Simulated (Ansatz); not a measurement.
**AlFHSe radical: an energy map over bond length Al2–Se3 and bond length Al2–H4**

Aim: map the energy of AlFHSe, SMILES [F][AlH][Se], spin multiplicity 2 over two coordinates, and find its wells, ridges and stiffness.

Program: Ansatz 0.2.0. Level of theory: UHF/def2-TZVP. These are calculated values, not measurements.

**1. Where the work starts**

SMILES `[F][AlH][Se]`, 4 atoms, charge 0, spin multiplicity 2.

Atoms are counted from 1 here; the program's logs count them from 0.

Bond lengths: F1–Al2 1.680 Å, Al2–Se3 2.315 Å, Al2–H4 1.588 Å. Angles: F1–Al2–Se3 118.1°, F1–Al2–H4 119.6°, Se3–Al2–H4 122.3°.

Geometry (Å):

```
atom    x (Å)    y (Å)    z (Å)
  F1   0.7456  -0.6393   1.4320
 Al2   0.1144   0.1103   0.0675
 Se3  -1.4934  -1.0234  -1.1530
  H4   0.6334   1.5524  -0.3465
```

**2. Geometry optimisation**

File input.yaml:

```yaml
crystal:
  periodic: [false, false, false]
  atoms:
    - { symbol: F, position_ang: [0.745561, -0.639317, 1.431975] }
    - { symbol: Al, position_ang: [0.114444, 0.110289, 0.067501] }
    - { symbol: Se, position_ang: [-1.493384, -1.023366, -1.152981] }
    - { symbol: H, position_ang: [0.63338, 1.552393, -0.346494] }
magnetization:
  spin_polarized: true
  initial_magnetization: 1
basis:
  gaussian: { orbitals: def2-TZVP }
hamiltonian:
  xc: hf
output:
  forces: true
relax:
  f_tol: 0.003
  max_steps: 120
```

Command:

```sh
ansatz run input.yaml --threads 1 --pin off --max-ram 2560MiB --backend cpu --events-out ev --progress --plain --runs-dir out
```

Standard output (excerpt; [...] marks lines left out):

```text
Warning: RAYON_NUM_THREADS=1 ignored (pool sized by the plan → 1); use --threads N
[...]
Functional definition: HF
[...]
1047 factors; their error is unknown
[...]
mean field -74612.16454310 eV, -2741.9464730174 hartree, gradient 9.3e-6 eV, S^2 0.760713; 2 other end points of the search recorded, 0 dependent functions left out
[...]
reference -74612.16454310 eV, -2741.9464730174 hartree; 29, 28 occupied and 93, 94 virtual orbitals, 1047 factors
relax step   1: F+E_penalty+E_count = -74612.16454310 eV  Δ(F+E_penalty+E_count) = +0.000e0 eV  max|allowed force component| = 1.291e0 eV/Å  Δτ_max = 0.0000 Å  (156 SCF iters, accepted)
[...]
relax step   6: F+E_penalty+E_count = -74612.21712555 eV  Δ(F+E_penalty+E_count) = -8.626e-6 eV  max|allowed force component| = 3.798e-3 eV/Å  Δτ_max = 0.0018 Å  (60 SCF iters, accepted)
[...]
relax step   7: F+E_penalty+E_count = -74612.21712688 eV  Δ(F+E_penalty+E_count) = -1.323e-6 eV  max|allowed force component| = 7.194e-5 eV/Å  Δτ_max = 0.0004 Å  (54 SCF iters, accepted)
1047 factors; their error is unknown
[...]
mean field -74612.21712688 eV, -2741.9484054355 hartree, gradient 1.3e-5 eV, S^2 0.760694; 3 other end points of the search recorded, 0 dependent functions left out
[...]
reference -74612.21712688 eV, -2741.9484054355 hartree; 29, 28 occupied and 93, 94 virtual orbitals, 1047 factors
Total energy: -74612.21712688 eV, -2741.9484054355 hartree
Atom 0 at     0.723872    -0.622365     1.392455 Å, force     0.000021     0.000004     0.000040 eV/Å
Atom 1 at     0.125556     0.115950     0.074567 Å, force    -0.000051    -0.000066    -0.000061 eV/Å
Atom 2 at    -1.483659    -1.027021    -1.136926 Å, force    -0.000011    -0.000009     0.000004 eV/Å
Atom 3 at     0.634232     1.533435    -0.330094 Å, force     0.000041     0.000072     0.000016 eV/Å
Dipole moment:     0.008779     0.194515    -0.133781 e Å
```

It took 2.1 min on 1 thread of Arm Neoverse N1, shared host; peak memory 0.44 GiB.

Step by step:

```
step  energy from step 1 (eV)  largest force component (eV/Å)
   1                   0.0000                          1.2905
   2                  -0.0372                          0.7825
   3                  -0.0522                          0.0605
   4                  -0.0525                          0.0155
   5                  -0.0526                          0.0081
   6                  -0.0526                          0.0038
   7                  -0.0526                          0.0001
```

Distances of close pairs at the start and the end, largest changes first:

```
   bond  before (Å)  after (Å)  change (Å)
 F1–Al2       1.680      1.625      -0.055
 Al2–H4       1.588      1.559      -0.028
Al2–Se3       2.315      2.316      +0.001
```

**3. The grid**

- bond length Al2–Se3: 13 values from 1.945 to 3.011 Å
- bond length Al2–H4: 13 values from 1.341 to 2.183 Å

Nothing else is relaxed (all other coordinates rigid). Energies count from the relaxed molecule at the same level.

Of the runs on the grid, 3 are shown in the steps below; the others differ only in the two coordinates.

**4. The run at bond length Al2–Se3 = 2.301 Å, bond length Al2–H4 = 1.552 Å**

File input.yaml:

```yaml
crystal:
  periodic: [false, false, false]
  atoms:
    - { symbol: F, position_ang: [0.723872, -0.622365, 1.392455] }
    - { symbol: Al, position_ang: [0.125556, 0.11595, 0.074567] }
    - { symbol: Se, position_ang: [-1.473264, -1.019638, -1.1291] }
    - { symbol: H, position_ang: [0.631814, 1.526698, -0.328171] }
magnetization:
  spin_polarized: true
  initial_magnetization: 1
basis:
  gaussian: { orbitals: def2-TZVP }
hamiltonian:
  xc: hf
output:
  forces: true
```

Command:

```sh
ansatz run input.yaml --threads 1 --pin off --max-ram 2560MiB --backend cpu --events-out ev --progress --plain --runs-dir out
```

Standard output (excerpt; [...] marks lines left out):

```text
Warning: RAYON_NUM_THREADS=1 ignored (pool sized by the plan → 1); use --threads N
[...]
[... 1 set-up line as earlier in the session ...]
[...]
1047 factors; their error is unknown
[...]
mean field -74612.21520038 eV, -2741.9483346380 hartree, gradient 9.1e-6 eV, S^2 0.760661; 2 other end points of the search recorded, 0 dependent functions left out
[...]
reference -74612.21520038 eV, -2741.9483346380 hartree; 29, 28 occupied and 93, 94 virtual orbitals, 1047 factors
Total energy: -74612.21520038 eV, -2741.9483346380 hartree
Atom 0 at     0.723872    -0.622365     1.392455 Å, force     0.007350    -0.004400     0.012722 eV/Å
Atom 1 at     0.125556     0.115950     0.074567 Å, force     0.090121    -0.007148     0.120868 eV/Å
Atom 2 at    -1.473264    -1.019638    -1.129100 Å, force    -0.138780    -0.098443    -0.104564 eV/Å
Atom 3 at     0.631814     1.526698    -0.328171 Å, force     0.041308     0.109992    -0.029027 eV/Å
Dipole moment:     0.003221     0.191492    -0.138656 e Å
```

Run time: 22 s. Hardware: 1 thread of Arm Neoverse N1, shared host; peak memory 0.44 GiB.

On the map this point reads 0.044 kcal/mol.

**5. Grid point bond length Al2–Se3 = 2.123 Å, bond length Al2–H4 = 2.113 Å**

Changes to input.yaml since step 4:

```diff
@@ -5,4 +5,4 @@
     - { symbol: Al, position_ang: [0.125556, 0.11595, 0.074567] }
-    - { symbol: Se, position_ang: [-1.473264, -1.019638, -1.1291] }
-    - { symbol: H, position_ang: [0.631814, 1.526698, -0.328171] }
+    - { symbol: Se, position_ang: [-1.349583, -0.931791, -1.035988] }
+    - { symbol: H, position_ang: [0.814811, 2.03664, -0.473748] }
 magnetization:
```

Command:

```sh
ansatz run input.yaml --threads 1 --pin off --max-ram 2560MiB --backend cpu --events-out ev --progress --plain --runs-dir out
```

Standard output (excerpt; [...] marks lines left out):

```text
Warning: RAYON_NUM_THREADS=1 ignored (pool sized by the plan → 1); use --threads N
[...]
[... 1 set-up line as earlier in the session ...]
[...]
1047 factors; their error is unknown
[...]
mean field -74610.69403010 eV, -2741.8924326613 hartree, gradient 1.3e-5 eV, S^2 0.761809; 2 other end points of the search recorded, 0 dependent functions left out
[...]
reference -74610.69403010 eV, -2741.8924326613 hartree; 29, 28 occupied and 93, 94 virtual orbitals, 1047 factors
Total energy: -74610.69403010 eV, -2741.8924326613 hartree
Atom 0 at     0.723872    -0.622365     1.392455 Å, force     0.058846     0.164783    -0.047395 eV/Å
Atom 1 at     0.125556     0.115950     0.074567 Å, force     3.322445     4.322907     1.037352 eV/Å
Atom 2 at    -1.349583    -0.931791    -1.035988 Å, force    -2.346285    -1.580810    -1.830273 eV/Å
Atom 3 at     0.814811     2.036640    -0.473748 Å, force    -1.035007    -2.906881     0.840316 eV/Å
Dipole moment:    -0.180106    -0.093649    -0.161140 e Å
```

Wall time 27 s (1 thread of Arm Neoverse N1, shared host); peak memory 0.44 GiB.

Energy on the map's scale: 35.1 kcal/mol.

**6. Grid point bond length Al2–Se3 = 2.744 Å, bond length Al2–H4 = 2.183 Å**

Changes to input.yaml since step 5:

```diff
@@ -5,4 +5,4 @@
     - { symbol: Al, position_ang: [0.125556, 0.11595, 0.074567] }
-    - { symbol: Se, position_ang: [-1.349583, -0.931791, -1.035988] }
-    - { symbol: H, position_ang: [0.814811, 2.03664, -0.473748] }
+    - { symbol: Se, position_ang: [-1.781077, -1.238267, -1.360837] }
+    - { symbol: H, position_ang: [0.837645, 2.100269, -0.491913] }
 magnetization:
```

Command:

```sh
ansatz run input.yaml --threads 1 --pin off --max-ram 2560MiB --backend cpu --events-out ev --progress --plain --runs-dir out
```

Standard output (excerpt; [...] marks lines left out):

```text
Warning: RAYON_NUM_THREADS=1 ignored (pool sized by the plan → 1); use --threads N
[...]
[... 1 set-up line as earlier in the session ...]
[...]
1047 factors; their error is unknown
[...]
mean field -74609.98209887 eV, -2741.8662696712 hartree, gradient 9.6e-6 eV, S^2 0.885452; 3 other end points of the search recorded, 0 dependent functions left out
[...]
reference -74609.98209887 eV, -2741.8662696712 hartree; 29, 28 occupied and 93, 94 virtual orbitals, 1047 factors
Total energy: -74609.98209887 eV, -2741.8662696712 hartree
Atom 0 at     0.723872    -0.622365     1.392455 Å, force    -0.150060     0.186665    -0.331633 eV/Å
Atom 1 at     0.125556     0.115950     0.074567 Å, force    -0.585788     1.299950    -1.720701 eV/Å
Atom 2 at    -1.781077    -1.238267    -1.360837 Å, force     1.728045     1.241550     1.290389 eV/Å
Atom 3 at     0.837645     2.100269    -0.491913 Å, force    -0.992197    -2.728165     0.761946 eV/Å
Dipole moment:     0.084803     0.149635    -0.002814 e Å
```

Wall time 33 s (1 thread of Arm Neoverse N1, shared host); peak memory 0.43 GiB.

On the map this point reads 51.5 kcal/mol.

**7. All points together**

144 points were computed, and 25 have no value (skipped by design, atoms too close, or no result). Energies in kcal/mol, from the relaxed molecule at the same level:

```
bond length Al2–H4 (Å) ↓, bond length Al2–Se3 (Å) →  1.945  2.034  2.123  2.212  2.301  2.389  2.478  2.567  2.656  2.744  2.833  2.922  3.011
                                              2.183   65.5   49.7   40.3   35.5   34.2   35.2   37.9   41.9   46.6   51.5   56.6   61.3   65.3
                                              2.113   60.5      –   35.1      –   28.9   29.9   32.6   36.6   41.3      –   51.8   56.8   61.2
                                              2.043   55.5   39.6   30.0   25.1   23.7   24.6   27.4   31.3   36.0   41.2   46.7   52.0   56.7
                                              1.973   50.7      –   25.1      –   18.7      –   22.3      –   30.9      –   41.6   47.1   52.0
                                              1.902   46.1   30.0   20.4   15.4   13.8   14.7   17.4   21.3   26.0   31.2   36.7   42.2   47.4
                                              1.832   42.0   25.8   16.1      –    9.5   10.3   13.0      –   21.5      –   32.2      –   43.0
                                              1.762   38.4   22.2   12.4    7.3    5.7    6.5    9.1   12.9   17.6   22.7   28.2   33.8   39.2
                                              1.692   35.6   19.3    9.5    4.4    2.7      –    6.0    9.8   14.4   19.6   25.0   30.6   36.1
                                              1.622   33.9   17.5    7.6    2.4    0.7    1.4    3.9    7.7   12.3   17.4   22.9   28.5   33.9
                                              1.552   33.5      –    7.1      –    0.0      –    3.2      –   11.5      –   22.1      –   33.1
                                              1.481   35.0   18.5    8.4    3.1    1.3    1.9    4.3    8.0   12.6   17.6   23.1   28.7   34.2
                                              1.411   38.8      –   12.1      –    4.8      –    7.8      –   16.0      –   26.5      –   37.5
                                              1.341   45.7   29.1   18.9   13.5   11.5   12.0   14.4   18.0   22.5   27.5   32.9   38.5   44.0
```

The ⟨S²⟩ (ħ²) at each point:

| bond length Al2–H4 (Å) ↓, bond length Al2–Se3 (Å) → | 1.945 | 2.034 | 2.123 | 2.212 | 2.301 | 2.389 | 2.478 | 2.567 | 2.656 | 2.744 | 2.833 | 2.922 | 3.011 |
| --- | --- | --- | --- | --- | --- | --- | --- | --- | --- | --- | --- | --- | --- |
| 2.183 | 0.78 | 0.77 | 0.77 | 0.76 | 0.76 | 0.76 | 0.76 | 0.78 | 0.82 | 0.89 | 0.98 | 1.11 | 1.25 |
| 2.113 | 0.77 | – | 0.76 | – | 0.76 | 0.76 | 0.76 | 0.76 | 0.77 | – | 0.86 | 0.99 | 1.14 |
| 2.043 | 0.76 | 0.76 | 0.76 | 0.76 | 0.76 | 0.76 | 0.76 | 0.76 | 0.77 | 0.78 | 0.80 | 0.89 | 1.05 |
| 1.973 | 0.76 | – | 0.76 | – | 0.76 | – | 0.76 | – | 0.77 | – | 0.79 | 0.85 | 0.98 |
| 1.902 | 0.76 | 0.76 | 0.76 | 0.76 | 0.76 | 0.76 | 0.76 | 0.76 | 0.76 | 0.77 | 0.78 | 0.82 | 0.93 |
| 1.832 | 0.76 | 0.76 | 0.76 | – | 0.76 | 0.76 | 0.76 | – | 0.76 | – | 0.78 | – | 0.90 |
| 1.762 | 0.76 | 0.76 | 0.76 | 0.76 | 0.76 | 0.76 | 0.76 | 0.76 | 0.76 | 0.77 | 0.77 | 0.80 | 0.88 |
| 1.692 | 0.76 | 0.76 | 0.76 | 0.76 | 0.76 | – | 0.76 | 0.76 | 0.76 | 0.77 | 0.77 | 0.79 | 0.86 |
| 1.622 | 0.76 | 0.76 | 0.76 | 0.76 | 0.76 | 0.76 | 0.76 | 0.76 | 0.76 | 0.77 | 0.77 | 0.79 | 0.85 |
| 1.552 | 0.76 | – | 0.76 | – | 0.76 | – | 0.76 | – | 0.76 | – | 0.77 | – | 0.84 |
| 1.481 | 0.76 | 0.76 | 0.76 | 0.76 | 0.76 | 0.76 | 0.76 | 0.76 | 0.76 | 0.77 | 0.77 | 0.78 | 0.83 |
| 1.411 | 0.76 | – | 0.76 | – | 0.76 | – | 0.76 | – | 0.76 | – | 0.77 | – | 0.82 |
| 1.341 | 0.76 | 0.76 | 0.76 | 0.76 | 0.76 | 0.76 | 0.76 | 0.76 | 0.76 | 0.76 | 0.77 | 0.78 | 0.81 |

**8. Summary of results**

```
                                            quantity                                                                                                                                                                 value
                                        lowest point                                                                                           bond length Al2–Se3 = 2.301 Å, bond length Al2–H4 = 1.552 Å, 0.044 kcal/mol
highest computed point (blank points may lie higher)                                                                           bond length Al2–Se3 = 1.945 Å, bond length Al2–H4 = 2.183 Å, 65.5 kcal/mol above the lowest
                                           ⟨S²⟩ (ħ²)  0.76 at bond length Al2–Se3 = 1.945 Å, bond length Al2–H4 = 1.341 Å to 1.25 at bond length Al2–Se3 = 3.011 Å, bond length Al2–H4 = 2.183 Å; 0.76 at the lowest point
                             time for the whole task                                                                                                                                       71 min on 1 thread, shared host
```

In words: The lowest computed point is at bond length Al2–Se3 = 2.301 Å, bond length Al2–H4 = 1.552 Å, 0.044 kcal/mol from the relaxed molecule at the same level. The grid shows no well of another kind. The highest computed point, bond length Al2–Se3 = 1.945 Å, bond length Al2–H4 = 2.183 Å, lies 65.5 kcal/mol above the lowest. Round the minimum the two coordinates are nearly uncoupled.
